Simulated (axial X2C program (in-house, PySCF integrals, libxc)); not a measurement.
**All-electron X2C curves of TiO**

What are the state, bond length, wavenumber and bond energy of TiO, and what does spin–orbit coupling change?

The runs use an in-house X2C program for linear molecules on PySCF integrals; all-electron X2C, Ti dyall-cv3z, O dyall-av3z.

All values are calculated.

## 1. The job

task.json

```json
{"zs": [22, 8], "q": 0, "bas": ["dyall-cv3z", "dyall-av3z"], "levels": ["PBE0", "HF", "PW91"], "cc": true, "r0": 1.74, "thr": -1.0, "nmax": 90, "npts": 10, "nst": 2, "ntry": 6}
```

Keys: zs atomic numbers; q charge; bas basis sets; levels methods (HF also brings MP2); cc coupled cluster on or off; r0 starting distance in Å; thr threshold in hartree for freezing inner shells (an s shell follows its p shell); nmax most natural virtual spinors; npts points asked for on the curve; nst determinants followed; ntry starts of the search.

Started as:

```
> python so2c.py task.json out
```

Spin-free means the one-electron spin-free X2C Hamiltonian; two-component (2c) means X2C with spin–orbit coupling and atomic mean-field two-electron Coulomb and Gaunt terms. Basis: Ti dyall-cv3z contracted to [10s10p6d4f2g], O dyall-av3z contracted to [7s6p3d2f]; Gaussian nuclei, density fitting. Masses: Ti 47.948 u, O 15.995 u.

Notation: σ, π±, δ± give the projection m of an orbital's angular momentum (0, ±1, ±2), α and β its spin, Λ and M_S the sums; ω is the projection of a spinor's total angular momentum and Ω the sum. Logs are in hartree.

The results follow Hamiltonian by Hamiltonian and level by level.

## 2. State search with PBE0

PBE0 moves the distance from 1.740 Å to 1.601 Å and compares determinants there.

Spin-free determinants:

| ΔE (eV) | state | open shells |
| --- | --- | --- |
| 0.00 | M_S = 1, Λ = 2 | beyond closed shells: σα, δ+α |
| 0.34 | M_S = 0, Λ = 2 | beyond closed shells: σα, δ+β |
| 1.12 | M_S = 0, Λ = 0 | closed shell |
| 1.31 | M_S = 1, Λ = 0 | beyond closed shells: δ+α, δ-α |
| 1.42 | M_S = 1, Λ = 1 | beyond closed shells: σα, π+α |
| 1.75 | M_S = 1, Λ = 3 | beyond closed shells: π+α, δ+α |
| 1.85 | M_S = 1, Λ = 1 | beyond closed shells: π-α, δ+α |

Two-component determinants:

```tsv
ΔE (eV)	state	open shells
0.00	Ω = 1	excess of +ω over −ω: ω = -1/2, ω = 3/2
0.03	Ω = 3	excess of +ω over −ω: ω = 1/2, ω = 5/2
0.34	Ω = 2	excess of +ω over −ω: ω = 1/2, ω = 3/2
0.37	Ω = 2	excess of +ω over −ω: ω = -1/2, ω = 5/2
1.14	Ω = 0	closed shell
1.32	Ω = 1	excess of +ω over −ω: ω = -3/2, ω = 5/2
1.79	Ω = 4	excess of +ω over −ω: ω = 3/2, ω = 5/2
```

## 3. PBE0, spin-free

State followed: M_S = 1, Λ = 2 (beyond closed shells: σα, δ+α). The scan is laid around 1.601 Å, a first estimate of the minimum, and this SCF restarts from the orbitals of the search.

Output at 1.601 Å:

```text
spin-free X2C-1e  PBE0
basis functions 170  fitting functions 936  grid points 5074
iter        total energy     max residual
   1       -928.858265072     3.05e-05
   2       -928.858265091     2.44e-05
   3       -928.858265096     1.38e-05
converged
one-electron -1389.93334260  Coulomb 453.63135029  exact exchange -12.39004382  xc functional -38.33936396  nuclear repulsion 58.17313499
```

Along the bond, energies from the lowest point:

```csv
R (Å),E (eV),μ (D),HOMO (eV),LUMO (eV),iterations
1.393,1.4816,-1.79,-4.65,-1.79,36
1.457,0.6313,-2.38,-4.82,-1.91,32
1.505,0.2540,-2.81,-4.94,-2.00,32
1.553,0.0548,-3.22,-5.06,-2.09,32
1.601,0.0000,-3.61,-5.17,-2.17,3
1.657,0.0789,-4.05,-5.28,-2.25,33
1.713,0.2751,-4.47,-5.39,-2.35,32
1.785,0.6471,-4.98,-5.52,-2.53,31
1.873,1.2134,-5.54,-5.64,-2.69,32
2.001,2.1139,-6.14,-5.75,-2.77,36
```

Dipoles are positive if O is the positive end.

Outer orbitals at the reference distance:

```
symmetry  occupied  ε (eV)             atomic character
      σβ       yes  -24.00  68% O s, 12% Ti d, 10% Ti p
      σα       yes  -23.74  68% O s, 12% Ti d, 10% Ti p
      σβ       yes   -9.02   70% O p, 21% Ti d, 3% Ti p
     π+β       yes   -9.02   72% O p, 20% Ti d, 3% Ti f
     π-β       yes   -9.02   72% O p, 20% Ti d, 3% Ti f
      σα       yes   -9.02    64% O p, 27% Ti d, 3% O s
     π+α       yes   -8.92   68% O p, 25% Ti d, 3% Ti p
     π-α       yes   -8.90   68% O p, 24% Ti d, 3% Ti p
     δ+α       yes   -5.82                     98% Ti d
      σα       yes   -5.17  62% Ti s, 12% Ti p, 11% O p
      σβ        no   -2.17   67% Ti s, 11% Ti p, 8% O p
     δ-α        no   -2.01                     98% Ti d
     π+α        no   -1.72   52% Ti p, 37% Ti d, 9% O p
     π-α        no   -1.64   54% Ti p, 36% Ti d, 9% O p
```

PBE0 fields in the half plane through the axis: z from -2.4 to 3.9 Å across, distance from the axis 0.15 to 2.25 Å upwards; Ti lies at z = 0 and O at z = 1.601 Å; the ELF is damped to zero where the density is low.

log10 density (e/bohr³). Ten even steps from '0' (-5.31 ) to '9' (1.40 ):
```
2223333333333222211100
2233333443333333221110
2333444444444443332210
3334444454444444433211
3334445555555555443221
3344456666666666544321
3344556787667776654322
3344567898777887654322
```

ELF. Ten even steps from '0' (0.00 ) to '9' (0.88 ):
```
0146787764210000000000
1478988764211000000000
4789887543212211000000
6898753321124443210000
8997311231136776421000
9984102685148998742000
9972127999459999863100
9962159392758129974100
```

Re = 1.598 Å, ωe = 1067 cm⁻¹, ωexe = 4.14 cm⁻¹, Be = 0.5503 cm⁻¹, De = 6.99 eV, μ = -3.58 D.

## 4. HF, spin-free

Output at 1.601 Å:

```text
spin-free X2C-1e  HF
basis functions 170  fitting functions 936  grid points 5074
iter        total energy     max residual
   1       -927.689032593     1.91e-01
   2       -927.714124088     3.41e-02
   3       -927.721381342     5.87e-02
   4       -927.724188274     6.42e-03
   5       -927.724721288     5.93e-03
   6       -927.725039741     4.51e-03
   7       -927.725117416     1.11e-03
   8       -927.725149908     7.02e-04
   9       -927.725161469     7.07e-04
  10       -927.725170469     3.59e-04
  11       -927.725175572     3.41e-04
  12       -927.725177143     1.33e-04
  13       -927.725177380     4.79e-05
  14       -927.725177433     3.78e-05
  15       -927.725177466     2.65e-05
  16       -927.725177483     1.69e-05
  17       -927.725177489     1.10e-05
  18       -927.725177492     5.79e-06
  19       -927.725177492     3.20e-06
  20       -927.725177492     7.63e-07
converged
one-electron -1388.60718660  Coulomb 452.34794353  exact exchange -49.63906941  xc functional 0.00000000  nuclear repulsion 58.17313499
```

No constants are quoted: the solution changes its character somewhere along the scan, so the fit is set aside.

## 5. PW91, spin-free

The SCF at the reference distance of 1.601 Å:

```text
spin-free X2C-1e  PW91
basis functions 170  fitting functions 936  grid points 5074
iter        total energy     max residual
   1       -929.174979684     7.20e-02
   2       -929.177183163     4.65e-02
   3       -929.177427712     3.85e-02
   4       -929.180165169     3.91e-03
   5       -929.180282349     1.32e-03
   6       -929.180297797     3.00e-04
   7       -929.180298375     2.37e-04
   8       -929.180298655     3.65e-05
   9       -929.180298663     1.21e-05
converged
one-electron -1390.29580882  Coulomb 453.99595849  exact exchange 0.00000000  xc functional -51.05358332  nuclear repulsion 58.17313499
```

Re = 1.616 Å, ωe = 1017 cm⁻¹, ωexe = 4.29 cm⁻¹, Be = 0.5382 cm⁻¹, De = 8.03 eV, μ = -3.42 D.

## 6. Correlated methods, spin-free

Correlated methods: 10 electrons correlated (frozen shells, counted by type: Ti 3 s, 2 p; O 1 s), 280 virtual spinors in MP2, 90 natural virtuals in coupled cluster.

Output of the correlated part at 1.601 Å:

```text
correlated 10  virtual 280  natural virtual 90  E(MP2) -0.358876252  MP2 remainder -0.011055380
iter   CCSD correlation   residual
   1     -0.301483379   2.60e-01
   2     -0.324214117   1.85e-01
   3     -0.328622470   3.61e-02
   4     -0.329869123   1.81e-02
   5     -0.330280621   6.82e-03
   6     -0.330309145   2.85e-03
   7     -0.330281601   1.31e-03
   8     -0.330312418   4.56e-04
   9     -0.330318463   1.85e-04
  10     -0.330315476   8.40e-05
  11     -0.330318528   4.14e-05
  12     -0.330318348   1.70e-05
  13     -0.330318333   8.62e-06
(T) -0.025834108  T1 0.0548  D1 0.0770  max T2 0.057
```

T1 in the output is the amplitude norm over the root of the electron number; divide by √2 for the Lee–Taylor value.

MP2: No constants are quoted: the reference changes its character somewhere along the scan, so the fit is set aside.

CCSD: No constants are quoted: the reference changes its character somewhere along the scan, so the fit is set aside.

CCSD(T): No constants are quoted: the reference changes its character somewhere along the scan, so the fit is set aside.

## 7. A higher determinant, spin-free

State: M_S = 0, Λ = 2 (beyond closed shells: σα, δ+β).

Output at the reference distance:

```text
spin-free X2C-1e  PBE0
basis functions 170  fitting functions 936  grid points 5074
iter        total energy     max residual
   1       -928.845627555     6.13e-05
   2       -928.845627712     3.13e-05
   3       -928.845627770     2.13e-05
   4       -928.845627772     2.65e-05
   5       -928.845627776     1.23e-05
converged
one-electron -1389.76727572  Coulomb 453.46299570  exact exchange -12.38675789  xc functional -38.32772486  nuclear repulsion 58.17313499
```

```csv
R (Å),E above the lowest PBE0 point (eV)
1.393,1.795
1.457,0.953
1.505,0.582
1.553,0.390
1.601,0.344
1.657,0.434
1.713,0.644
1.785,1.039
1.873,1.645
```

Re = 1.594 Å, ωe = 1082 cm⁻¹, ωexe = 3.76 cm⁻¹, Be = 0.5528 cm⁻¹, μ = -3.04 D. ⟨S²⟩ = 1.00 against 0.00 for a pure state, so this determinant mixes spins. Te = 0.34 eV.

## 8. The spin-free curves together

Energy (eV) of the followed determinant, spin-free, from each level's lowest point:

```
R (Å)   PBE0  HF (jumps)  MP2 (its reference jumps)  CCSD (its reference jumps)  CCSD(T) (its reference jumps)   PW91
1.393  1.482       1.577                      1.827                         n/a                            n/a  1.657
1.457  0.631       0.691                      0.846                       0.775                          0.893  0.752
1.505  0.254       0.288                      0.385                       0.342                          0.420  0.335
1.553  0.055       0.068                      0.114                       0.095                          0.133  0.095
1.601  0.000       0.000                      0.000                       0.000                          0.000  0.000
1.657  0.079       0.073                      0.036                       0.040                          0.002  0.031
1.713  0.275       0.210                      1.674                       0.242                          0.374  0.178
1.785  0.647       0.282                      2.485                       0.621                          0.784  0.487
1.873  1.213       0.402                      3.017                         n/a                            n/a  0.980
2.001  2.114       0.665                      3.566                         n/a                            n/a  1.795
```

## 9. PBE0, 2c

State followed: Ω = 1 (excess of +ω over −ω: ω = -1/2, ω = 3/2). The scan is laid around 1.601 Å, a first estimate of the minimum, and this SCF restarts from the orbitals of the search.

The SCF at the reference distance of 1.601 Å:

```text
two-component X2C + atomic mean field  PBE0
basis functions 170  fitting functions 936  grid points 5074
iter        total energy     max residual
   1       -928.666605334     4.03e-05
   2       -928.666605342     1.73e-05
converged
one-electron -1389.45559579  Coulomb 453.52956833  exact exchange -12.38701419  xc functional -38.33015074  nuclear repulsion 58.17313499  atomic mean-field constant -0.19654794
```

Along the bond, energies from the lowest point:

| R (Å) | E (eV) | μ (D) | HOMO (eV) | LUMO (eV) | iterations |
| --- | --- | --- | --- | --- | --- |
| 1.393 | 1.4814 | -1.78 | -4.65 | -1.79 | 35 |
| 1.457 | 0.6313 | -2.38 | -4.82 | -1.91 | 33 |
| 1.505 | 0.2541 | -2.80 | -4.94 | -2.00 | 33 |
| 1.553 | 0.0548 | -3.21 | -5.06 | -2.08 | 33 |
| 1.601 | 0.0000 | -3.60 | -5.16 | -2.16 | 2 |
| 1.657 | 0.0788 | -4.04 | -5.28 | -2.25 | 32 |
| 1.713 | 0.2748 | -4.46 | -5.39 | -2.34 | 31 |
| 1.785 | 0.6467 | -4.98 | -5.51 | -2.52 | 29 |
| 1.873 | 1.2129 | -5.54 | -5.64 | -2.67 | 32 |
| 2.001 | 2.1131 | -6.14 | -5.75 | -2.76 | 34 |

Dipoles are positive if O is the positive end.

Outer spinors at the reference distance:

```
   ω  occupied  ε (eV)             atomic character    λ mixture
 1/2       yes  -24.00  68% O s, 12% Ti d, 10% Ti p       100% σ
-1/2       yes  -23.74  68% O s, 12% Ti d, 10% Ti p       100% σ
-1/2       yes   -9.04   72% O p, 20% Ti d, 3% Ti f  92% π, 8% σ
 1/2       yes   -9.02   70% O p, 21% Ti d, 3% Ti p       100% σ
-1/2       yes   -9.02    64% O p, 27% Ti d, 3% O s  92% σ, 8% π
 3/2       yes   -9.01   72% O p, 20% Ti d, 3% Ti f       100% π
 1/2       yes   -8.93   68% O p, 25% Ti d, 3% Ti p       100% π
-3/2       yes   -8.89   68% O p, 24% Ti d, 3% Ti f       100% π
 3/2       yes   -5.83                     98% Ti d       100% δ
-1/2       yes   -5.16  62% Ti s, 12% Ti p, 11% O p       100% σ
 1/2        no   -2.16   67% Ti s, 11% Ti p, 8% O p       100% σ
-5/2        no   -1.99                     98% Ti d       100% δ
 1/2        no   -1.73   52% Ti p, 37% Ti d, 9% O p       100% π
-3/2        no   -1.62   54% Ti p, 36% Ti d, 9% O p       100% π
```

PBE0 fields in the half plane through the axis: z from -2.4 to 3.9 Å across, distance from the axis 0.15 to 2.25 Å upwards; Ti lies at z = 0 and O at z = 1.601 Å; the ELF is damped to zero where the density is low.

log10 density (e/bohr³). Ten even steps from ' ' (-5.31 ) to '@' (1.40 ):
```
::::::--------------------::::::::......    
::::----------====--------------::::......  
::------======================------::::..  
------==========++================----::....
------======++++++++++++++++++++====--::::..
----======++********************++====--::..
----====++++**##%%##****######****++==--::::
----====++**##%%@@%%######%%%%##**++==--::::
```

ELF. Ten even steps from '0' (0.00 ) to '9' (0.88 ):
```
0146787764210000000000
1478988764211000000000
4789886543212211000000
6898753321124443210000
8997311231136776421000
8984102685148998742000
9972127999459999863100
9962159392758129974100
```

Re = 1.598 Å, ωe = 1067 cm⁻¹, ωexe = 4.14 cm⁻¹, Be = 0.5503 cm⁻¹, De = 7.01 eV, μ = -3.58 D.

## 10. HF, 2c

Output at 1.601 Å:

```text
two-component X2C + atomic mean field  HF
basis functions 170  fitting functions 936  grid points 5074
iter        total energy     max residual
   1       -927.497497155     1.91e-01
   2       -927.522582341     3.41e-02
   3       -927.529844195     5.87e-02
   4       -927.532651104     6.42e-03
   5       -927.533183705     5.92e-03
   6       -927.533501922     4.51e-03
   7       -927.533579894     1.11e-03
   8       -927.533612644     7.06e-04
   9       -927.533624407     7.14e-04
  10       -927.533633564     3.61e-04
  11       -927.533638741     3.42e-04
  12       -927.533640329     1.33e-04
  13       -927.533640569     4.83e-05
  14       -927.533640623     3.79e-05
  15       -927.533640656     2.66e-05
  16       -927.533640673     1.68e-05
  17       -927.533640679     1.09e-05
  18       -927.533640682     5.86e-06
  19       -927.533640682     3.22e-06
  20       -927.533640683     7.67e-07
converged
one-electron -1388.13002929  Coulomb 452.24683925  exact exchange -49.62703769  xc functional 0.00000000  nuclear repulsion 58.17313499  atomic mean-field constant -0.19654794
```

No constants are quoted: the solution changes its character somewhere along the scan, so the fit is set aside.

## 11. PW91, 2c

The SCF at the reference distance of 1.601 Å:

```text
two-component X2C + atomic mean field  PW91
basis functions 170  fitting functions 936  grid points 5074
iter        total energy     max residual
   1       -928.983149687     7.20e-02
   2       -928.985356192     4.65e-02
   3       -928.985578953     3.86e-02
   4       -928.988330347     3.92e-03
   5       -928.988447728     1.32e-03
   6       -928.988463155     2.98e-04
   7       -928.988463728     2.37e-04
   8       -928.988464007     3.65e-05
   9       -928.988464014     1.20e-05
converged
one-electron -1389.81809953  Coulomb 453.89423513  exact exchange 0.00000000  xc functional -51.04118667  nuclear repulsion 58.17313499  atomic mean-field constant -0.19654794
```

Re = 1.616 Å, ωe = 1017 cm⁻¹, ωexe = 4.29 cm⁻¹, Be = 0.5382 cm⁻¹, De = 8.05 eV, μ = -3.41 D.

## 12. Correlated methods, 2c

Correlated methods: 10 electrons correlated (frozen shells, counted by type: Ti 3 s, 2 p; O 1 s), 280 virtual spinors in MP2, 90 natural virtuals in coupled cluster.

Output of the correlated part at 1.601 Å:

```text
correlated 10  virtual 280  natural virtual 90  E(MP2) -0.358828305  MP2 remainder -0.011051554
iter   CCSD correlation   residual
   1     -0.301465725   2.60e-01
   2     -0.324185593   1.85e-01
   3     -0.328595338   3.61e-02
   4     -0.329843121   1.81e-02
   5     -0.330255482   6.82e-03
   6     -0.330283770   2.84e-03
   7     -0.330256421   1.30e-03
   8     -0.330287242   4.55e-04
   9     -0.330293208   1.85e-04
  10     -0.330290262   8.40e-05
  11     -0.330293312   4.15e-05
  12     -0.330293124   1.73e-05
  13     -0.330293119   8.97e-06
(T) -0.025824890  T1 0.0548  D1 0.0771  max T2 0.057
```

MP2: No constants are quoted: the reference changes its character somewhere along the scan, so the fit is set aside.

CCSD: No constants are quoted: the reference changes its character somewhere along the scan, so the fit is set aside.

CCSD(T): No constants are quoted: the reference changes its character somewhere along the scan, so the fit is set aside.

## 13. A higher determinant, 2c

State: Ω = 3 (excess of +ω over −ω: ω = 1/2, ω = 5/2).

Output at the reference distance:

```text
two-component X2C + atomic mean field  PBE0
basis functions 170  fitting functions 936  grid points 5074
iter        total energy     max residual
   1       -928.665629704     4.97e-05
   2       -928.665629705     1.55e-05
converged
one-electron -1389.44430293  Coulomb 453.51865388  exact exchange -12.38688203  xc functional -38.32968567  nuclear repulsion 58.17313499  atomic mean-field constant -0.19654794
```

```csv
R (Å),E above the lowest PBE0 point (eV)
1.393,1.506
1.457,0.657
1.505,0.280
1.553,0.081
1.601,0.027
1.657,0.106
1.713,0.302
1.785,0.674
1.873,1.240
```

Re = 1.598 Å, ωe = 1067 cm⁻¹, ωexe = 4.15 cm⁻¹, Be = 0.5504 cm⁻¹, μ = -3.58 D. Te = 0.03 eV.

## 14. The 2c curves together

Energy (eV) of the followed determinant, 2c, from each level's lowest point:

```
R (Å)   PBE0  HF (jumps)  MP2 (its reference jumps)  CCSD (its reference jumps)  CCSD(T) (its reference jumps)   PW91
1.393  1.481       1.577                      1.826                         n/a                            n/a  1.657
1.457  0.631       0.690                      0.846                       0.773                          0.890  0.752
1.505  0.254       0.288                      0.385                       0.340                          0.417  0.335
1.553  0.055       0.068                      0.114                       0.095                          0.132  0.096
1.601  0.000       0.000                      0.000                       0.000                          0.000  0.000
1.657  0.079       0.072                      0.037                       0.040                          0.003  0.030
1.713  0.275       0.209                      1.672                       0.244                          0.378  0.177
1.785  0.647       0.280                      2.483                       0.621                          0.787  0.486
1.873  1.213       0.400                      3.015                         n/a                            n/a  0.980
2.001  2.113       0.663                      3.565                         n/a                            n/a  1.794
```

Time for the job: 2.8 min (1 thread of Arm Neoverse V1, shared host); peak memory 0.63 GiB.

## 15. Results

Lowest determinant that the search found at its distance, spin-free: M_S = 1, Λ = 2 (beyond closed shells: σα, δ+α).

Lowest determinant that the search found at its distance, 2c: Ω = 1 (excess of +ω over −ω: ω = -1/2, ω = 3/2).

```json
{"Hamiltonian": "spin-free", "level": "PBE0", "Re (Å)": "1.598", "ωe (cm⁻¹)": "1067", "De (eV)": "6.99", "μ (D)": "-3.58"}
{"Hamiltonian": "spin-free", "level": "PW91", "Re (Å)": "1.616", "ωe (cm⁻¹)": "1017", "De (eV)": "8.03", "μ (D)": "-3.42"}
{"Hamiltonian": "2c", "level": "PBE0", "Re (Å)": "1.598", "ωe (cm⁻¹)": "1067", "De (eV)": "7.01", "μ (D)": "-3.58"}
{"Hamiltonian": "2c", "level": "PW91", "Re (Å)": "1.616", "ωe (cm⁻¹)": "1017", "De (eV)": "8.05", "μ (D)": "-3.41"}
```

Dipoles are positive if O is the positive end. No constants: spin-free HF (the solution changes its character somewhere along the scan, so the fit is set aside); spin-free MP2 (the reference changes its character somewhere along the scan, so the fit is set aside); spin-free CCSD (the reference changes its character somewhere along the scan, so the fit is set aside); spin-free CCSD(T) (the reference changes its character somewhere along the scan, so the fit is set aside); 2c HF (the solution changes its character somewhere along the scan, so the fit is set aside); 2c MP2 (the reference changes its character somewhere along the scan, so the fit is set aside); 2c CCSD (the reference changes its character somewhere along the scan, so the fit is set aside); 2c CCSD(T) (the reference changes its character somewhere along the scan, so the fit is set aside).

Time per point (s) on 1 thread of Arm Neoverse V1, shared host (2c runs); the times are rough: PBE0 1.2, PW91 0.72.

In words: At PBE0, going from spin-free to two-component changes Re by 0 mÅ, ωe by 0.0 %, which is small (part of it comes from the scalar share of the two-electron terms). De moves by +0.01 eV; both De rest on single-determinant atoms, which can miss part of an open shell's spin–orbit lowering.

De refers to Ti + O, each in the lowest determinant found, which need not be this curve's own limit. The state is a single determinant with fixed occupations, the lowest that a limited PBE0 search found. Dissociation energies refer to the lowest single-determinant-based atoms at the same level and basis. Density functionals use the spin component along the axis (collinear). With several unpaired electrons one determinant need not be a pure state. The spin-free determinant is spin-contaminated at some levels.
